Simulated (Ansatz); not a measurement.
# C2LiO radical (SMILES [Li][O]C#[C]): functionals against CCSD(T) at one geometry

One table from this session's results is given with a row withheld; the runs are named, their logs left out.

Method: single points in def2-TZVPP; program: Ansatz 0.2.0, Gaussian basis.

Cores are frozen in the correlated methods. The outer core shell of Li, Na, Mg and K is correlated. Orbitals are unrestricted.

### The starting structure

4 atoms, charge 0, spin multiplicity 2.

Atoms are counted from 1 here; the program's logs count them from 0.

Bond lengths: Li1–O2 1.524 Å, O2–C3 1.308 Å, C3–C4 1.246 Å. Angles: Li1–O2–C3 162.9°, O2–C3–C4 152.7°.

As a file:

```
Li   -1.6017   -0.9865   -0.8156
O    -0.2427   -0.4994   -0.3282
C     0.7015    0.1927    0.2558
C     1.1186    1.1797    0.8924
```

The first run:

Contents of run/in.yaml:

```yaml
crystal:
  periodic: [false, false, false]
  atoms:
    - {symbol: Li, position_ang: [-1.601700, -0.986500, -0.815600]}
    - {symbol: O, position_ang: [-0.242700, -0.499400, -0.328200]}
    - {symbol: C, position_ang: [0.701500, 0.192700, 0.255800]}
    - {symbol: C, position_ang: [1.118600, 1.179700, 0.892400]}
basis:
  gaussian: {orbitals: def2-TZVPP}
magnetization: {spin_polarized: true, initial_magnetization: 1}
correlation: {method: ccsd_t}
scf: {omitted_lower_state_checks: [cluster_reference]}
output: {forces: true}
```

The command line of these runs was not kept.

Steps of the session up to this table: CCSD(T)/def2-TZVPP; PBE0-D4/def2-TZVPP; wB97M-V/def2-TZVPP; r2SCAN-D4/def2-TZVPP; PBE-D4/def2-TZVPP; wB97X-V/def2-TZVPP; r2SCAN0-D4/def2-TZVPP.

One table of the session follows, with a row left open; its other results are not shown here.

| method | RMS force component (eV/Å) | angle to CCSD(T) forces (°) | dipole (D) |
| --- | --- | --- | --- |
| CCSD(T) | 2.451 | reference | 9.77 |
| PBE0-D4 | 2.417 | 8.0 | 9.80 |
| wB97M-V | 2.384 | 7.7 | 10.01 |
| r2SCAN-D4 | 2.356 | 6.0 | 9.85 |
| PBE-D4 | 2.235 | 1.8 | 9.64 |
| wB97X-V | ? | ? | ? |
| r2SCAN0-D4 | 2.484 | 10.9 | 9.87 |

Estimate the missing values for wB97X-V.

As computed: RMS force component (eV/Å): 2.422; angle to CCSD(T) forces (°): 6.7; dipole (D): 10.03. In the column «RMS force component (eV/Å)» it lies between PBE0-D4 (2.417) and CCSD(T) (2.451).
